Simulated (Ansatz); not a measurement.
# CuS: the cost of one run

Computed with Ansatz 0.2.0 through its Python package. The levels of theory stand in the script.

### Step 1. The system

Symmetry: F-43m, No. 216, cubic system. Conventional cell: a = 5.160 Å, b = 5.160 Å, c = 5.160 Å, α = 90.00°, β = 90.00°, γ = 90.00°. Cu (site symmetry -43m) is surrounded by 4 S at 2.23 Å. Around S (site symmetry -43m) lie 4 Cu at 2.23 Å.

The script reads POSCAR:

```text
CuS
1.0
   0.00000000    2.58003011    2.58003011
   2.58003011    0.00000000    2.58003011
   2.58003011    2.58003011    0.00000000
Cu S
1 1
Direct
   0.25000000    0.25000000    0.25000000
   0.00000000    0.00000000    0.00000000
```

### Step 2. Script

Input file cus_paw_lapw.py:

```python
"""PAW against all-electron LAPW for CuS."""

import ansatz as az
from ase.io import read
import numpy as np
import pandas as pd


def count_gap(report):
    # lowest empty less highest filled band, counting bands; zero where they overlap
    return max(report.get("gap_by_band_count_ev") or 0.0, 0.0)

atoms = read("POSCAR", format="vasp")
cell = az.Crystal.from_ase(atoms)

job = (
    cell.calculation()
    .functional("pbesol")
    .kpoints(9, 9, 9)
    .occupations("fermi_dirac", width=0.1)
    .stress()
    .forces()
    .band_table()
)
variants = {
    "PAW": job.pseudopotentials("paw"),
    "LAPW": job.pseudopotentials("all_electron", lapw=True),
}
# totals differ by the cores that each treatment holds, so compare what does not depend on them
rows = []
for label, variant in variants.items():
    report = variant.run(threads=1).report
    levels = np.array(report["eigenvalues_ev"][0]) - report["fermi_energy_ev"]
    print(label, "levels at the first k-point near E_F:", np.round(levels[np.abs(levels) < 5], 3))
    rows.append((label, report["n_electrons"], np.trace(report["stress_gpa"]) / 3, count_gap(report)))
print(pd.DataFrame(rows, columns=["treatment", "electrons in bands", "P GPa", "gap by band count eV"]).round(4).to_string(index=False))
```

### Step 3. The input behind the calls

The package turns the script's settings into the engine's input (first run):

```yaml
crystal:
  lattice:
    - [0.0, 2.58003011, 2.58003011]
    - [2.58003011, 0.0, 2.58003011]
    - [2.58003011, 2.58003011, 0.0]
  atoms:
    - { symbol: Cu, position: [0.25, 0.25, 0.25] }
    - { symbol: S, position: [0.0, 0.0, 0.0] }
kpoints:
  mp_grid:
    grid: [9, 9, 9]
hamiltonian:
  xc: pbesol
  pseudopotentials:
    kind: paw
scf:
  occupations:
    method: fermi_dirac
    width: 0.1
output:
  forces: true
  stress: true
  eigenvalues: true
```

### Step 4. Running it

Started as:

```sh
$ python cus_paw_lapw.py
```

**Question.** How long does this script take on 1 thread of Arm Neoverse V1, shared host, and how much memory does it need?

About 19 s, with a peak of 0.54 GiB.
